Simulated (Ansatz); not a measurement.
**C₇H₃F₅: up Jacob's ladder to CCSD(T)**

How much do the methods differ for C₇H₃F₅? The plan is to run it at one geometry with functionals of several rungs and with coupled cluster, and see how far each lands from CCSD(T) at the basis-set limit for the atomisation energy.

Computed with Ansatz 0.2.0, Gaussian basis. Level: functionals in def2-TZVPP, the program's frozen cores in correlated methods.

Plan: LDA (SPW92), PBE-D4, revPBE-D4, BLYP-D4, r2SCAN-D4, B97M-V, PBE0-D4, B3LYP-D4, r2SCANh-D4, r2SCAN0-D4, HSE06-D4, BHLYP-D4, CAM-B3LYP-D4, LC-ωPBE, ωB97X-V, ωB97M-V, B2PLYP, PBE-QIDH; CCSD(T)/def2-SVP; CCSD(T)/def2-TZVPP; MP2/def2-QZVPP; extrapolation to the limit; RPA on PBE.

**1. The relaxed structure**

The geometry comes from an earlier relaxation with PBE0-D4 in a triple-zeta def2 set; it is a stationary point, not always the lowest conformer.

SMILES `Cc1c(F)c(F)c(F)c(F)c1F`, 15 atoms, charge 0, spin multiplicity 1.

Atoms are counted from 1 here; the program's logs count them from 0.

Bond lengths: C1–C2 1.495 Å, C1–H13 1.093 Å, C1–H14 1.089 Å, C1–H15 1.089 Å, C2–C3 1.387 Å, C2–C11 1.387 Å, C3–F4 1.331 Å, C3–C5 1.384 Å, C5–F6 1.325 Å, C5–C7 1.385 Å, C7–F8 1.323 Å, C7–C9 1.385 Å, C9–F10 1.325 Å, C9–C11 1.384 Å, C11–F12 1.331 Å. Angles: C2–C1–H13 110.9°, C2–C1–H14 110.7°, C2–C1–H15 110.7°, H13–C1–H14 107.7°, H13–C1–H15 107.7°, H14–C1–H15 109.0°, C1–C2–C3 121.7°, C1–C2–C11 121.7°, C3–C2–C11 116.6°, C2–C3–F4 119.6°, C2–C3–C5 122.4°, F4–C3–C5 118.0°, C3–C5–F6 120.6°, C3–C5–C7 119.4°, F6–C5–C7 119.9°, C5–C7–F8 120.2°, C5–C7–C9 119.7°, F8–C7–C9 120.2° and more.

Geometry (Å):

```
C    -1.1628   -1.7842   -0.7013
C    -0.3855   -0.5944   -0.2382
C    -0.8616    0.6973   -0.4045
F    -2.0375    0.8931   -0.9974
C    -0.1565    1.8092    0.0227
F    -0.6439    3.0279   -0.1569
C     1.0695    1.6402    0.6436
F     1.7550    2.6926    1.0586
C     1.5746    0.3642    0.8282
F     2.7474    0.1970    1.4211
C     0.8441   -0.7265    0.3892
F     1.3564   -1.9402    0.5818
H    -1.8268   -2.1474    0.0878
H    -0.4931   -2.5993   -0.9723
H    -1.7792   -1.5295   -1.5624
```

**2. LDA**

This LDA is Slater exchange with PW92 correlation.

Contents of in.yaml:

```yaml
crystal:
  periodic: [false, false, false]
  atoms:
    - {symbol: C, position_ang: [-1.162808, -1.784192, -0.701314]}
    - {symbol: C, position_ang: [-0.385487, -0.594375, -0.238179]}
    - {symbol: C, position_ang: [-0.861611, 0.697319, -0.404529]}
    - {symbol: F, position_ang: [-2.037549, 0.893064, -0.997448]}
    - {symbol: C, position_ang: [-0.156459, 1.809240, 0.022728]}
    - {symbol: F, position_ang: [-0.643916, 3.027875, -0.156857]}
    - {symbol: C, position_ang: [1.069529, 1.640162, 0.643607]}
    - {symbol: F, position_ang: [1.754989, 2.692648, 1.058642]}
    - {symbol: C, position_ang: [1.574598, 0.364223, 0.828206]}
    - {symbol: F, position_ang: [2.747367, 0.196974, 1.421141]}
    - {symbol: C, position_ang: [0.844101, -0.726495, 0.389155]}
    - {symbol: F, position_ang: [1.356382, -1.940234, 0.581758]}
    - {symbol: H, position_ang: [-1.826846, -2.147367, 0.087838]}
    - {symbol: H, position_ang: [-0.493103, -2.599345, -0.972319]}
    - {symbol: H, position_ang: [-1.779195, -1.529474, -1.562429]}
basis:
  gaussian: {orbitals: def2-TZVPP}
hamiltonian: {xc: lda}
output: {orbitals: {seedname: orbitals}}
```

On the command line:

```
ansatz run in.yaml --threads 4 --pin off --events-out ev --progress --plain --max-ram 66560MiB --backend cuda --devices 0, --max-vram 37GiB
```

After this run come: PBE-D4 (GGA); revPBE-D4 (GGA); BLYP-D4 (GGA); r2SCAN-D4 (meta-GGA); B97M-V (meta-GGA); PBE0-D4 (hybrid); B3LYP-D4 (hybrid); r2SCANh-D4 (hybrid); r2SCAN0-D4 (hybrid); HSE06-D4 (hybrid); BHLYP-D4 (hybrid); CAM-B3LYP-D4 (range-separated); LC-ωPBE (range-separated); ωB97X-V (range-separated); ωB97M-V (range-separated); B2PLYP (double hybrid); PBE-QIDH (double hybrid); CCSD(T) in def2-SVP; CCSD(T) in def2-TZVPP; MP2 in def2-QZVPP; RPA on PBE orbitals.

**Question.** What will the summary of the whole plan be? Wanted: atomisation energy, CCSD(T)/CBS; farthest beyond LDA; mean size of error, GGA; mean size of error, meta-GGA; mean size of error, hybrid; mean size of error, range-separated; mean size of error, double hybrid; gap, smallest and largest; T1 diagnostic.

**Answer**, as computed:

| quantity | value |
| --- | --- |
| atomisation energy, CCSD(T)/CBS | 1685.4 kcal/mol |
| functionals within 8.4 kcal/mol (0.5 %) | B3LYP-D4, B2PLYP |
| farthest beyond LDA | PBE-D4 (+104.7 kcal/mol) |
| mean size of error, GGA | 57.1 kcal/mol |
| mean size of error, meta-GGA | 25.2 kcal/mol |
| mean size of error, hybrid | 33.4 kcal/mol |
| mean size of error, range-separated | 19.5 kcal/mol |
| mean size of error, double hybrid | 10.7 kcal/mol |
| gap, smallest and largest | 4.67 eV (LDA (SPW92)), 11.35 eV (LC-ωPBE) |
| T1 diagnostic | 0.0122 |
| triples share of the correlation energy | 4.0 % |

LDA overbinds by 361.7 kcal/mol (21 %). PBE-D4 misses by +104.7 kcal/mol. Double hybrids carry the basis error of their MP2 part in triple zeta, and no dispersion term here, so their miss is partly the set-up's. Taken by rung, double hybrid functionals do best (10.7 kcal/mol on average) and GGA ones worst beyond LDA (57.1 kcal/mol). Misses under about 8.4 kcal/mol are within the doubt on the reference itself, which lacks core-valence correlation, relativity and higher excitations. Hartree-Fock recovers 70 % of the binding; the rest is correlation. CCSD(T) in def2-SVP is off by -66.7 kcal/mol, so the small basis spoils what the method gains. Orbital gaps span 4.7 to 11.3 eV; exact exchange widens them. The restricted reference is unstable towards a spin-broken one.
